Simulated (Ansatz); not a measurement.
# Alloy of MgO and CdO (12 of 32 Mg sites exchanged), 64 atoms

Wanted: the relaxed alloy cell and its gap (PBEsol and HSE06).

Method: density functional theory in Ansatz 0.2.0, PAW datasets, plane waves.

## Step 1: The system as built

64 atoms (32 O, 12 Cd, 20 Mg); a = 8.791 Å, b = 8.791 Å, c = 8.791 Å, α = 90.00°, β = 90.00°, γ = 90.00°. All atoms were shaken off their sites by about 0.02 Å along each axis.

Steps to follow: (2) PBEsol cell relaxation at the single k point (¼, ¼, ¼), on 1 × NVIDIA GB300 Max-Q with 8 threads of Arm Neoverse-V2; (3) HSE06 single point at the Γ point alone, on 1 × NVIDIA GB300 Max-Q with 8 threads of Arm Neoverse-V2.

## Step 2: PBEsol relaxation of the cell and the positions

Input file in.yaml:

```yaml
crystal:
  lattice:
    - [8.790697, 0.000000, 0.000000]
    - [0.000000, 8.790697, 0.000000]
    - [0.000000, 0.000000, 8.790697]
  atoms:
    - { symbol: O, position: [0.250414, 0.998804, 0.001821] }
    - { symbol: O, position: [0.253393, 0.001280, 0.497451] }
    - { symbol: O, position: [0.252136, 0.497474, 0.996355] }
    - { symbol: O, position: [0.252482, 0.501352, 0.501250] }
    - { symbol: O, position: [0.749985, 0.998295, 0.001751] }
    - { symbol: O, position: [0.752512, 0.000213, 0.498955] }
    - { symbol: O, position: [0.754200, 0.497200, 0.003021] }
    - { symbol: O, position: [0.748732, 0.502124, 0.505483] }
    - { symbol: O, position: [0.998790, 0.254000, 0.000831] }
    - { symbol: O, position: [0.000416, 0.248842, 0.500010] }
    - { symbol: O, position: [0.999162, 0.751861, 0.001550] }
    - { symbol: O, position: [0.000418, 0.751847, 0.500385] }
    - { symbol: O, position: [0.499627, 0.253066, 0.999437] }
    - { symbol: O, position: [0.496668, 0.251383, 0.498155] }
    - { symbol: O, position: [0.498026, 0.751208, 0.002109] }
    - { symbol: O, position: [0.501297, 0.748266, 0.495895] }
    - { symbol: O, position: [0.998293, 0.998100, 0.252012] }
    - { symbol: O, position: [0.000046, 0.000867, 0.751499] }
    - { symbol: O, position: [0.000515, 0.500402, 0.249785] }
    - { symbol: O, position: [0.998511, 0.503045, 0.748583] }
    - { symbol: O, position: [0.498808, 0.004983, 0.251294] }
    - { symbol: O, position: [0.501395, 0.006512, 0.747694] }
    - { symbol: O, position: [0.501226, 0.497263, 0.252885] }
    - { symbol: O, position: [0.496827, 0.499345, 0.746882] }
    - { symbol: O, position: [0.247996, 0.252497, 0.248680] }
    - { symbol: O, position: [0.249952, 0.250537, 0.754172] }
    - { symbol: O, position: [0.248971, 0.751765, 0.248413] }
    - { symbol: O, position: [0.250228, 0.746669, 0.746713] }
    - { symbol: O, position: [0.750287, 0.247462, 0.247072] }
    - { symbol: O, position: [0.752257, 0.251093, 0.750590] }
    - { symbol: O, position: [0.749630, 0.752640, 0.246719] }
    - { symbol: O, position: [0.751872, 0.752131, 0.751710] }
    - { symbol: Cd, position: [0.001209, 0.000085, 0.998729] }
    - { symbol: Cd, position: [0.997561, 0.498117, 0.498897] }
    - { symbol: Cd, position: [0.503091, 0.999158, 0.998638] }
    - { symbol: Cd, position: [0.498446, 0.002274, 0.503296] }
    - { symbol: Cd, position: [0.501871, 0.501063, 0.498128] }
    - { symbol: Cd, position: [0.753294, 0.747325, 0.497532] }
    - { symbol: Cd, position: [0.253258, 0.998686, 0.750631] }
    - { symbol: Cd, position: [0.248991, 0.494343, 0.747655] }
    - { symbol: Cd, position: [0.752868, 0.998913, 0.252288] }
    - { symbol: Cd, position: [0.750657, 0.499345, 0.748559] }
    - { symbol: Cd, position: [0.001852, 0.248846, 0.251926] }
    - { symbol: Cd, position: [0.500832, 0.752384, 0.249388] }
    - { symbol: Mg, position: [0.999594, 0.999956, 0.504774] }
    - { symbol: Mg, position: [0.000903, 0.505646, 0.002515] }
    - { symbol: Mg, position: [0.501514, 0.500406, 0.996623] }
    - { symbol: Mg, position: [0.247869, 0.248680, 0.000788] }
    - { symbol: Mg, position: [0.247975, 0.249165, 0.500160] }
    - { symbol: Mg, position: [0.249318, 0.752537, 0.996890] }
    - { symbol: Mg, position: [0.248409, 0.746786, 0.497475] }
    - { symbol: Mg, position: [0.749079, 0.245393, 0.998369] }
    - { symbol: Mg, position: [0.749872, 0.249876, 0.496351] }
    - { symbol: Mg, position: [0.751042, 0.751450, 0.000591] }
    - { symbol: Mg, position: [0.246983, 0.003525, 0.254542] }
    - { symbol: Mg, position: [0.251438, 0.504170, 0.249526] }
    - { symbol: Mg, position: [0.748480, 0.999858, 0.747936] }
    - { symbol: Mg, position: [0.752990, 0.495559, 0.252024] }
    - { symbol: Mg, position: [0.002037, 0.253759, 0.748147] }
    - { symbol: Mg, position: [0.000590, 0.747626, 0.249423] }
    - { symbol: Mg, position: [0.001861, 0.749129, 0.752100] }
    - { symbol: Mg, position: [0.498258, 0.252840, 0.251754] }
    - { symbol: Mg, position: [0.497255, 0.250867, 0.749507] }
    - { symbol: Mg, position: [0.502989, 0.754269, 0.749443] }
  symmetry: { detect: false }
kpoints:
  mp_grid: { grid: [1, 1, 1], shift: [0.25, 0.25, 0.25] }
hamiltonian:
  xc: pbesol
scf:
  occupations: { method: fermi_dirac, width: 0.01 }
relax:
  f_tol: 0.03
  max_steps: 80
  escape_saddle: false
  adjacent_minimum: "off"
  cell: { fix: [shape] }
output:
  forces: true
  eigenvalues: true
  populations: true
```

The run is started by

```
> ansatz run in.yaml --threads 8 --pin off --max-ram 76000MiB --runs-dir r --events-out ev --progress --plain --backend cuda --devices 0,
```

After this run come: Single point with HSE06.

**Question.** What will these runs give? Wanted: for each run, top filled to lowest empty.

**Answer**, as computed:

| level | time | k points | top filled to lowest empty (eV) |
| --- | --- | --- | --- |
| PBEsol, relaxation | 16 s (GPU) | (¼, ¼, ¼) | 2.41 |
| HSE06 | 21 s (GPU) | Γ | 2.62 |

| quantity | value |
| --- | --- |
| relaxation | 8 recorded steps, 5.10 eV gained |
| largest shift | 0.27 Å (O8) |
| relaxed cell | a = 8.855 Å, b = 8.855 Å, c = 8.855 Å, α = 90.00°, β = 90.00°, γ = 90.00° |
| mean bonds | Cd–O 2.294, Mg–O 2.170 Å |

**What this shows.** The relaxation lowers the energy by 5.10 eV; the largest shift is 0.27 Å (O8), while the volume changes by +2.2 %. The mean lengths of the listed bonds run from Mg–O 2.17 Å to Cd–O 2.29 Å. Rows on different k points differ by sampling as well as by level. With one k point the spacing samples only the states that fold onto it, so it can exceed the gap over the zone.
